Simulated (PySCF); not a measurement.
# MnN4H12 (+2): ligand-field states

Wanted: ligand-field states for MnN4H12 (+2).

Programs: PySCF 2.14.0, with routines of our own; each step states its level. All values are computed. Atoms count from 0.

## (1) The system as given

17 atoms, charge 2, states of the metal's open shell are computed; geometry from: model geometry, bond lengths from ionic radii.

## (2) Ligand-field states: state-averaged CASSCF

What the job is given:

```
{"job": {"kind": "lf", "basis": {"metal": "x2c-TZVPall", "ligand": "x2c-SVPall"}, "nevpt": true}, "charge": 2, "metal": "Mn", "open_shell": "d5"}
Mn     0.000000     0.000000     0.000000
N      1.235529     1.235529     1.235530
H      1.076175     1.076175     2.230322
H      2.230322     1.076175     1.076176
H      1.076175     2.230322     1.076176
N     -1.235529    -1.235529     1.235530
H     -1.076175    -1.076175     2.230322
H     -2.230322    -1.076175     1.076176
H     -1.076175    -2.230322     1.076176
N     -1.235529     1.235529    -1.235530
H     -1.076175     1.076175    -2.230322
H     -2.230322     1.076175    -1.076176
H     -1.076175     2.230322    -1.076176
N      1.235529    -1.235529    -1.235530
H      1.076175    -1.076175    -2.230322
H      2.230322    -1.076175    -1.076176
H      1.076175    -2.230322    -1.076176
```

Level: state-averaged CASSCF of the metal d shell, SC-NEVPT2 on the averaged canonical orbitals, state-interaction spin-orbit coupling.

Started as:

```bash
$ OMP_NUM_THREADS=1 python lf_run.py task.json out
```

This one command runs all jobs of the session in turn.

The log of the run:

```text
basis functions 164, electrons 63, active (5e, 5o)
stage 1: DIIS on the effective Fock matrix, level shift 0.30
cycle   1  E = -1381.0193200599  dE = -1.381e+03  max|g| = 4.675e-01
cycle   2  E = -1379.6428570144  dE =  1.376e+00  max|g| = 1.180e+00
cycle   3  E = -1379.4991251397  dE =  1.437e-01  max|g| = 2.059e+00
cycle   4  E = -1381.2360373350  dE = -1.737e+00  max|g| = 4.323e-01
cycle   5  E = -1381.4948159606  dE = -2.588e-01  max|g| = 6.610e-02
cycle   6  E = -1381.5102475867  dE = -1.543e-02  max|g| = 4.632e-02
cycle   7  E = -1381.5161651650  dE = -5.918e-03  max|g| = 1.551e-02
cycle   8  E = -1381.5168007733  dE = -6.356e-04  max|g| = 9.322e-03
cycle   9  E = -1381.5169676341  dE = -1.669e-04  max|g| = 7.485e-03
cycle  10  E = -1381.5170660357  dE = -9.840e-05  max|g| = 1.965e-03
cycle  11  E = -1381.5170660305  dE =  5.285e-09  max|g| = 2.622e-03
...
cycle  33  E = -1381.5170798531  dE = -2.625e-09  max|g| = 6.750e-05
cycle  34  E = -1381.5170798549  dE = -1.787e-09  max|g| = 5.659e-05
cycle  35  E = -1381.5170798562  dE = -1.290e-09  max|g| = 4.775e-05
cycle  36  E = -1381.5170798571  dE = -8.843e-10  max|g| = 3.841e-05
cycle  37  E = -1381.5170798577  dE = -5.464e-10  max|g| = 3.341e-05
cycle  38  E = -1381.5170798581  dE = -4.304e-10  max|g| = 2.750e-05
cycle  39  E = -1381.5170798583  dE = -2.649e-10  max|g| = 2.353e-05
cycle  40  E = -1381.5170798585  dE = -1.703e-10  max|g| = 2.010e-05
stage 2: quasi-Newton rotations from the point of smallest gradient
cycle  42  E = -1381.5170798590  dE = -4.579e-10  max|g| = 1.207e-05
cycle  43  E = -1381.5170798591  dE = -8.208e-11  max|g| = 5.337e-06
converged average energy = -1381.5170798591

 mult deg   label        CASSCF/cm-1   NEVPT2/cm-1
   6   1   6A1                 0.0           0.0
   4   3   4T1             27571.7       23910.0
   4   3   4T2             29088.6       26227.2
   4   1   4A1             29650.0       27085.0
   4   2   4E              29953.6       27312.2
   4   3   4T2             35937.8       31112.3
   4   2   4E              37287.8       32773.9
   4   3   4T1             36528.2       33032.9
   2   3   2T2             39080.2       34182.8
   2   1   2A2             40355.6       36341.1
   2   3   2T1             40831.1       37135.4
   2   3   2T2             41525.1       38018.7
   2   2   2E              41922.8       38603.1
   2   1   2A1             42355.0       39484.7
   2   3   2T2             45419.9       40030.0
   2   2   2E              47161.8       41116.9
   2   3   2T1             48725.8       42961.6
   4   3   4T1             49807.4       43696.3
   4   1   4A2             50350.4       44216.2
   2   3   2T2             50198.3       44597.7
   2   1   2A2             50051.7       45055.3
   4   3   4T2             50979.9       45302.5
   2   3   2T1             51722.6       46371.1
   2   1   2A1             53169.5       47020.2
   2   2   2E              52644.4       47093.5
   2   3   2T1             52963.0       48056.3
   2   3   2T2             54339.8       49183.7
   2   3   2T1             54916.3       49618.3
   2   2   2E              54936.3       49659.4
   2   3   2T2             56462.0       50794.5
   2   3   2T1             58297.9       51485.9
   2   3   2T2             57541.7       51830.1
   2   1   2A2             58572.8       52037.6
   2   1   2A1             63533.9       54846.9
   2   2   2E              70785.2       61507.2
   2   3   2T2             71421.6       62421.5
   2   2   2E              78071.6       68283.2
   2   3   2T1             78151.0       68585.6
   2   3   2T2             78468.1       69063.8
   2   1   2A1             78379.4       69142.2
   2   3   2T1             95510.5       82052.0
   2   3   2T2            103431.6       89002.6
   2   2   2E             103319.7       89109.1

spin-orbit levels / cm-1
      0.00  x6  6A1 1.00
  23882.58  x2  4T1 1.00
  23890.76  x4  4T1 1.00
  23914.55  x2  4T1 1.00
  23922.09  x4  4T1 1.00
  26188.13  x2  4T2 1.00
  26189.79  x4  4T2 1.00
  26250.45  x4  4T2 1.00
  26281.60  x2  4T2 1.00
  27082.98  x4  4A1 1.00
  27308.19  x2  4E 1.00
  27310.78  x4  4E 1.00
  27312.83  x2  4E 1.00
  30931.69  x2  4T2 0.99
  31006.44  x4  4T2 0.98
  31147.42  x4  4T2 0.96 4T1 0.03
  31202.74  x2  4T2 0.99
  32522.12  x2  4E 0.68 4T1 0.32
  32621.91  x4  4E 0.74 4T1 0.25
```

It took 17 s on 1 thread of Arm Neoverse V2, shared host; peak memory 0.36 GiB.

From this job:

```tsv
quantity	value
spin-orbit constant ζ	300 cm⁻¹
```

Powder susceptibility:

```tsv
T (K)	χT (cm³ K/mol)	μ(eff)
2	4.386	5.92
5	4.386	5.92
10	4.386	5.92
20	4.386	5.92
30	4.386	5.92
50	4.386	5.92
75	4.386	5.92
100	4.386	5.92
150	4.386	5.92
200	4.386	5.92
250	4.386	5.92
300	4.386	5.92
```

Orbitals, density, ELF and potential are computed afterwards from the orbital file.

The spin density lies nearest to Mn0 96 %.

## (3) Ligand-field states: state-averaged CASSCF (bond length × 0.92)

What the job is given:

```
{"job": {"kind": "lf", "basis": {"metal": "x2c-TZVPall", "ligand": "x2c-SVPall"}, "nevpt": true, "reuse": true}, "charge": 2, "metal": "Mn", "open_shell": "d5"}
Mn     0.000000     0.000000     0.000000
N      1.136687     1.136687     1.136687
H      0.977332     0.977332     2.131480
H      2.131480     0.977333     0.977333
H      0.977333     2.131480     0.977333
N     -1.136687    -1.136687     1.136687
H     -0.977332    -0.977332     2.131480
H     -2.131480    -0.977333     0.977333
H     -0.977333    -2.131480     0.977333
N     -1.136687     1.136687    -1.136687
H     -0.977332     0.977332    -2.131480
H     -2.131480     0.977333    -0.977333
H     -0.977333     2.131480    -0.977333
N      1.136687    -1.136687    -1.136687
H      0.977332    -0.977332    -2.131480
H      2.131480    -0.977333    -0.977333
H      0.977333    -2.131480    -0.977333
```

With the program's defaults for keys left out, this is: state-averaged CASSCF of the metal d shell, SC-NEVPT2 on the averaged canonical orbitals, state-interaction spin-orbit coupling.

The log of the run:

```text
basis functions 164, electrons 63, active (5e, 5o)
start from the orbitals of the previous structure
stage 1: DIIS on the effective Fock matrix, level shift 0.30
cycle   1  E = -1378.7377996339  dE = -1.379e+03  max|g| = 4.075e+00
cycle   2  E = -1381.3119745561  dE = -2.574e+00  max|g| = 3.979e-01
cycle   3  E = -1381.4355647848  dE = -1.236e-01  max|g| = 1.362e-01
cycle   4  E = -1381.4566841676  dE = -2.112e-02  max|g| = 7.119e-02
cycle   5  E = -1381.4619102041  dE = -5.226e-03  max|g| = 2.796e-02
cycle   6  E = -1381.4630574812  dE = -1.147e-03  max|g| = 1.176e-02
cycle   7  E = -1381.4633178155  dE = -2.603e-04  max|g| = 6.075e-03
cycle   8  E = -1381.4633725917  dE = -5.478e-05  max|g| = 3.318e-03
cycle   9  E = -1381.4633831017  dE = -1.051e-05  max|g| = 1.823e-03
cycle  10  E = -1381.4633853705  dE = -2.269e-06  max|g| = 1.007e-03
cycle  11  E = -1381.4633859226  dE = -5.521e-07  max|g| = 5.345e-04
cycle  12  E = -1381.4633860672  dE = -1.446e-07  max|g| = 2.752e-04
cycle  13  E = -1381.4633861057  dE = -3.857e-08  max|g| = 1.397e-04
cycle  14  E = -1381.4633861146  dE = -8.870e-09  max|g| = 7.026e-05
cycle  15  E = -1381.4633861165  dE = -1.915e-09  max|g| = 3.468e-05
cycle  16  E = -1381.4633861173  dE = -7.255e-10  max|g| = 1.705e-05
cycle  17  E = -1381.4633861174  dE = -1.785e-10  max|g| = 8.158e-06
converged average energy = -1381.4633861174

 mult deg   label        CASSCF/cm-1   NEVPT2/cm-1
   6   1   6A1                 0.0           0.0
   4   3   4T1             25189.1       21113.1
   4   3   4T2             27517.6       24351.6
   4   1   4A1             28701.6       26113.9
   4   2   4E              29237.7       26470.8
   4   3   4T2             33797.3       28748.4
   2   3   2T2             34924.7       28902.7
   4   2   4E              36398.4       31763.1
   2   1   2A2             37315.0       32639.2
   4   3   4T1             36979.5       33592.6
   2   3   2T1             38255.0       33990.1
   2   3   2T2             39443.2       35315.0
   2   2   2E              39853.0       35742.5
   2   1   2A1             41072.6       38076.3
   2   3   2T2             43416.2       38401.0
   2   2   2E              45111.1       39273.7
   2   3   2T1             46640.5       40456.0
   4   3   4T1             48149.1       41966.2
   2   3   2T2             48466.3       42609.9
   4   1   4A2             49290.9       42971.5
   2   1   2A1             50693.3       44035.3
   2   3   2T1             50127.6       44670.9
   2   1   2A2             49461.4       44743.0
   4   3   4T2             50486.1       44949.1
   2   2   2E              51489.6       45505.6
   2   3   2T1             51774.4       46401.8
   2   3   2T2             53173.4       47073.3
   2   3   2T2             54971.8       48454.2
   2   2   2E              54202.4       48966.4
   2   3   2T1             54321.9       49472.8
   2   3   2T1             56892.3       50071.6
   2   1   2A2             57325.5       50814.2
   2   1   2A1             61074.3       52223.7
   2   3   2T2             58475.5       54588.7
   2   2   2E              68414.1       58910.3
   2   3   2T2             69690.2       60608.4
   2   2   2E              75592.8       65335.1
   2   3   2T1             75733.8       65927.9
   2   3   2T2             76440.6       67002.6
   2   1   2A1             76223.1       67029.9
   2   3   2T1             92146.7       78301.4
   2   3   2T2            100300.0       85495.2
   2   2   2E             100014.7       85554.9

spin-orbit levels / cm-1
      0.00  x6  6A1 1.00
  21086.92  x2  4T1 1.00
  21094.83  x4  4T1 1.00
  21112.88  x2  4T1 1.00
  21124.87  x4  4T1 1.00
  24298.19  x2  4T2 1.00
  24299.52  x4  4T2 1.00
  24382.20  x4  4T2 1.00
  24431.30  x2  4T2 1.00
  26111.25  x4  4A1 1.00
  26466.00  x2  4E 1.00
  26468.29  x4  4E 1.00
  26470.14  x2  4E 1.00
  28526.02  x2  4T2 0.98
  28599.46  x4  4T2 0.75 2T2 0.24
  28845.07  x4  2T2 0.75 4T2 0.25
  28855.17  x4  4T2 0.99
  28874.47  x2  4T2 1.00
  29181.47  x2  2T2 0.98
```

It took 8.9 s on 1 thread of Arm Neoverse V2, shared host; peak memory 0.39 GiB.

From this job:

```tsv
quantity	value
spin-orbit constant ζ	290 cm⁻¹
```

Powder susceptibility:

```tsv
T (K)	χT (cm³ K/mol)	μ(eff)
2	4.386	5.92
20	4.386	5.92
100	4.386	5.92
300	4.386	5.92
```

## (4) Ligand-field states: state-averaged CASSCF (bond length × 0.96)

What the job is given:

```
{"job": {"kind": "lf", "basis": {"metal": "x2c-TZVPall", "ligand": "x2c-SVPall"}, "nevpt": true, "reuse": true}, "charge": 2, "metal": "Mn", "open_shell": "d5"}
Mn     0.000000     0.000000     0.000000
N      1.186108     1.186108     1.186109
H      1.026754     1.026754     2.180901
H      2.180901     1.026754     1.026754
H      1.026754     2.180901     1.026754
N     -1.186108    -1.186108     1.186109
H     -1.026754    -1.026754     2.180901
H     -2.180901    -1.026754     1.026754
H     -1.026754    -2.180901     1.026754
N     -1.186108     1.186108    -1.186109
H     -1.026754     1.026754    -2.180901
H     -2.180901     1.026754    -1.026754
H     -1.026754     2.180901    -1.026754
N      1.186108    -1.186108    -1.186109
H      1.026754    -1.026754    -2.180901
H      2.180901    -1.026754    -1.026754
H      1.026754    -2.180901    -1.026754
```

Level: state-averaged CASSCF of the metal d shell, SC-NEVPT2 on the averaged canonical orbitals, state-interaction spin-orbit coupling.

The log of the run:

```text
basis functions 164, electrons 63, active (5e, 5o)
start from the orbitals of the previous structure
stage 1: DIIS on the effective Fock matrix, level shift 0.30
cycle   1  E = -1380.6336738390  dE = -1.381e+03  max|g| = 2.660e+00
cycle   2  E = -1381.4544212208  dE = -8.207e-01  max|g| = 2.278e-01
cycle   3  E = -1381.4928821727  dE = -3.846e-02  max|g| = 5.859e-02
cycle   4  E = -1381.4972559038  dE = -4.374e-03  max|g| = 2.722e-02
cycle   5  E = -1381.4981013149  dE = -8.454e-04  max|g| = 1.544e-02
cycle   6  E = -1381.4982897320  dE = -1.884e-04  max|g| = 6.413e-03
cycle   7  E = -1381.4983491276  dE = -5.940e-05  max|g| = 3.291e-03
cycle   8  E = -1381.4983603487  dE = -1.122e-05  max|g| = 1.922e-03
cycle   9  E = -1381.4983641065  dE = -3.758e-06  max|g| = 1.083e-03
cycle  10  E = -1381.4983653608  dE = -1.254e-06  max|g| = 5.740e-04
cycle  11  E = -1381.4983655848  dE = -2.240e-07  max|g| = 3.054e-04
cycle  12  E = -1381.4983656261  dE = -4.133e-08  max|g| = 1.621e-04
cycle  13  E = -1381.4983656406  dE = -1.449e-08  max|g| = 8.952e-05
cycle  14  E = -1381.4983656497  dE = -9.153e-09  max|g| = 5.382e-05
cycle  15  E = -1381.4983656527  dE = -2.981e-09  max|g| = 3.681e-05
cycle  16  E = -1381.4983656540  dE = -1.255e-09  max|g| = 2.398e-05
cycle  17  E = -1381.4983656544  dE = -4.070e-10  max|g| = 1.765e-05
cycle  18  E = -1381.4983656546  dE = -2.042e-10  max|g| = 1.308e-05
cycle  19  E = -1381.4983656547  dE = -1.523e-10  max|g| = 7.417e-06
converged average energy = -1381.4983656547

 mult deg   label        CASSCF/cm-1   NEVPT2/cm-1
   6   1   6A1                 0.0           0.0
   4   3   4T1             26512.1       22655.1
   4   3   4T2             28413.2       25427.5
   4   1   4A1             29231.2       26656.7
   4   2   4E              29636.6       26943.2
   4   3   4T2             35006.2       30071.8
   2   3   2T2             37255.4       31824.2
   4   2   4E              36891.6       32326.0
   4   3   4T1             36740.4       33328.6
   2   1   2A2             39032.7       34708.3
   2   3   2T1             39705.7       35752.7
   2   3   2T2             40620.7       36847.8
   2   2   2E              41066.4       37434.9
   2   1   2A1             41792.1       38871.2
   2   3   2T2             44498.1       39315.2
   2   2   2E              46221.9       40246.1
   2   3   2T1             47838.3       41910.0
   4   3   4T1             49066.7       42915.2
   4   1   4A2             49872.3       43653.2
   2   3   2T2             49470.6       43767.1
   2   1   2A2             49778.8       44934.2
   4   3   4T2             50734.8       45118.3
   2   3   2T1             50994.7       45592.8
   2   1   2A1             52117.9       45762.7
   2   2   2E              52134.3       46394.9
   2   3   2T1             52482.8       47409.1
   2   3   2T2             53935.8       48612.1
   2   3   2T2             55890.5       48919.3
   2   1   2H              54603.1       49365.6
   2   3   2G              54606.2       49448.7
   2   1   2G              54607.8       49489.6
   2   3   2T1             57663.5       50852.9
   2   1   2A2             58012.5       51488.4
   2   3   2T2             57739.2       53562.7
   2   1   2A1             62432.4       53657.2
   2   2   2E              69748.9       60370.3
   2   3   2T2             70651.7       61623.2
   2   2   2E              76967.4       66966.2
   2   3   2T1             77075.6       67393.0
   2   3   2T2             77547.0       68110.1
   2   1   2A1             77410.4       68180.7
   2   3   2T1             94029.5       80383.3
   2   3   2T2            102037.8       87420.8
   2   2   2E             101853.1       87513.7

spin-orbit levels / cm-1
      0.00  x6  6A1 1.00
  22627.51  x2  4T1 1.00
  22636.09  x4  4T1 1.00
  22658.20  x2  4T1 1.00
  22667.36  x2  4T1 1.00
  22667.38  x2  4T1 1.00
  25381.63  x2  4T2 1.00
  25383.17  x4  4T2 1.00
  25454.80  x4  4T2 1.00
  25494.03  x2  4T2 1.00
  26654.45  x4  4A1 1.00
  26938.99  x2  4E 1.00
  26941.44  x4  4E 1.00
  26943.42  x2  4E 1.00
  29874.10  x2  4T2 0.99
  29974.45  x4  4T2 0.99
  30151.13  x4  4T2 0.99
  30182.14  x2  4T2 1.00
  31707.88  x2  2T2 0.99
  31707.90  x2  2T2 0.99
  32064.09  x2  2T2 0.92 4E 0.07
```

It took 9.1 s on 1 thread of Arm Neoverse V2, shared host; peak memory 0.37 GiB.

From this job:

```tsv
quantity	value
spin-orbit constant ζ	296 cm⁻¹
```

Powder susceptibility:

```tsv
T (K)	χT (cm³ K/mol)	μ(eff)
2	4.386	5.92
20	4.386	5.92
100	4.386	5.92
300	4.386	5.92
```

## (5) Ligand-field states: state-averaged CASSCF (bond length × 1.04)

What the job is given:

```
{"job": {"kind": "lf", "basis": {"metal": "x2c-TZVPall", "ligand": "x2c-SVPall"}, "nevpt": true, "reuse": true}, "charge": 2, "metal": "Mn", "open_shell": "d5"}
Mn     0.000000     0.000000     0.000000
N      1.284951     1.284951     1.284951
H      1.125596     1.125596     2.279744
H      2.279743     1.125596     1.125597
H      1.125596     2.279743     1.125597
N     -1.284951    -1.284951     1.284951
H     -1.125596    -1.125596     2.279744
H     -2.279743    -1.125596     1.125597
H     -1.125596    -2.279743     1.125597
N     -1.284951     1.284951    -1.284951
H     -1.125596     1.125596    -2.279744
H     -2.279743     1.125596    -1.125597
H     -1.125596     2.279743    -1.125597
N      1.284951    -1.284951    -1.284951
H      1.125596    -1.125596    -2.279744
H      2.279743    -1.125596    -1.125597
H      1.125596    -2.279743    -1.125597
```

Level: state-averaged CASSCF of the metal d shell, SC-NEVPT2 on the averaged canonical orbitals, state-interaction spin-orbit coupling.

The log of the run:

```text
basis functions 164, electrons 63, active (5e, 5o)
start from the orbitals of the previous structure
stage 1: DIIS on the effective Fock matrix, level shift 0.30
cycle   1  E = -1379.7700296214  dE = -1.380e+03  max|g| = 2.899e+00
cycle   2  E = -1381.4121095252  dE = -1.642e+00  max|g| = 3.428e-01
cycle   3  E = -1381.5079469554  dE = -9.584e-02  max|g| = 1.012e-01
cycle   4  E = -1381.5206379109  dE = -1.269e-02  max|g| = 4.830e-02
cycle   5  E = -1381.5232747578  dE = -2.637e-03  max|g| = 2.645e-02
cycle   6  E = -1381.5237361408  dE = -4.614e-04  max|g| = 1.235e-02
cycle   7  E = -1381.5240269758  dE = -2.908e-04  max|g| = 7.072e-03
cycle   8  E = -1381.5241236021  dE = -9.663e-05  max|g| = 3.837e-03
cycle   9  E = -1381.5241373966  dE = -1.379e-05  max|g| = 2.335e-03
cycle  10  E = -1381.5241428307  dE = -5.434e-06  max|g| = 1.364e-03
...
cycle  33  E = -1381.5241466705  dE = -9.322e-11  max|g| = 6.208e-05
cycle  34  E = -1381.5241466709  dE = -3.931e-10  max|g| = 5.655e-05
cycle  35  E = -1381.5241466712  dE = -3.313e-10  max|g| = 5.073e-05
cycle  36  E = -1381.5241466715  dE = -2.326e-10  max|g| = 4.627e-05
cycle  37  E = -1381.5241466716  dE = -1.571e-10  max|g| = 4.244e-05
cycle  38  E = -1381.5241466717  dE = -1.289e-10  max|g| = 3.953e-05
cycle  39  E = -1381.5241466718  dE = -1.019e-10  max|g| = 3.725e-05
cycle  40  E = -1381.5241466719  dE = -7.799e-11  max|g| = 3.521e-05
stage 2: quasi-Newton rotations from the point of smallest gradient
cycle  42  E = -1381.5241466728  dE = -8.499e-10  max|g| = 1.398e-05
cycle  43  E = -1381.5241466729  dE = -1.144e-10  max|g| = 7.454e-06
converged average energy = -1381.5241466729

 mult deg   label        CASSCF/cm-1   NEVPT2/cm-1
   6   1   6A1                 0.0           0.0
   4   3   4T1             28419.3       24938.7
   4   3   4T2             29603.0       26830.6
   4   1   4A1             29985.2       27427.4
   4   2   4E              30210.7       27605.8
   4   3   4T2             36654.7       31926.7
   4   3   4T1             36355.7       32748.5
   4   2   4E              37611.6       33136.3
   2   3   2T2             40486.3       36075.8
   2   1   2A2             41372.9       37627.7
   2   3   2T1             41704.7       38222.1
   2   3   2T2             42223.4       38917.3
   2   2   2E              42545.2       39421.4
   2   1   2A1             42803.5       39967.8
   2   3   2T2             46233.3       40626.7
   2   2   2E              47935.6       41871.0
   2   3   2T1             49387.7       43718.4
   4   3   4T1             50400.2       44340.0
   4   1   4A2             50752.0       44690.1
   2   1   2A2             50290.8       45142.9
   2   3   2T2             50720.6       45182.8
   4   3   4T2             51214.3       45489.4
   2   3   2T1             52338.3       47040.1
   2   2   2E              53062.2       47658.8
   2   1   2A1             53962.8       47955.5
   2   3   2T1             53316.4       48472.5
   2   3   2T2             54622.5       49520.1
   2   3   2T1             55207.3       49809.7
   2   2   2E              55218.4       49888.4
   2   3   2T2             58103.0       51343.8
   2   3   2T2             56274.9       51499.9
   2   3   2T1             58824.9       52014.0
   2   1   2A2             59035.2       52488.0
   2   1   2A1             64419.3       55820.0
   2   2   2E              71600.6       62404.7
   2   3   2T2             72048.0       63067.0
   2   2   2E              78960.0       69345.9
   2   3   2T1             79016.1       69556.9
   2   3   2T2             79230.4       69875.4
   2   1   2A1             79171.7       69947.1
   2   3   2T1             96683.3       83396.2
   2   3   2T2            104555.1       90304.5
   2   2   2E             104493.2       90409.9

spin-orbit levels / cm-1
      0.00  x6  6A1 1.00
  24912.54  x2  4T1 1.00
  24919.72  x4  4T1 1.00
  24943.79  x2  4T1 1.00
  24950.34  x4  4T1 1.00
  26797.57  x2  4T2 1.00
  26799.32  x4  4T2 1.00
  26850.06  x4  4T2 1.00
  26874.35  x2  4T2 1.00
  27425.52  x4  4A1 1.00
  27601.89  x2  4E 1.00
  27604.62  x4  4E 1.00
  27606.69  x2  4E 1.00
  31750.30  x2  4T2 0.96 4T1 0.03
  31768.09  x4  4T2 0.89 4T1 0.11
  31869.32  x4  4T2 0.87 4T1 0.13
  31981.31  x2  4T2 0.95 4T1 0.05
  32538.41  x2  4T1 0.69 4E 0.28 4T2 0.03
  32669.43  x4  4T1 0.69 4E 0.23 4T2 0.08
```

Run time: 13 s. Hardware: 1 thread of Arm Neoverse V2, shared host; peak memory 0.37 GiB.

Key values:

```tsv
quantity	value
spin-orbit constant ζ	304 cm⁻¹
```

Powder susceptibility:

```tsv
T (K)	χT (cm³ K/mol)	μ(eff)
2	4.386	5.92
20	4.386	5.92
100	4.386	5.92
300	4.386	5.92
```

(Part 1 of 2 ends here.)
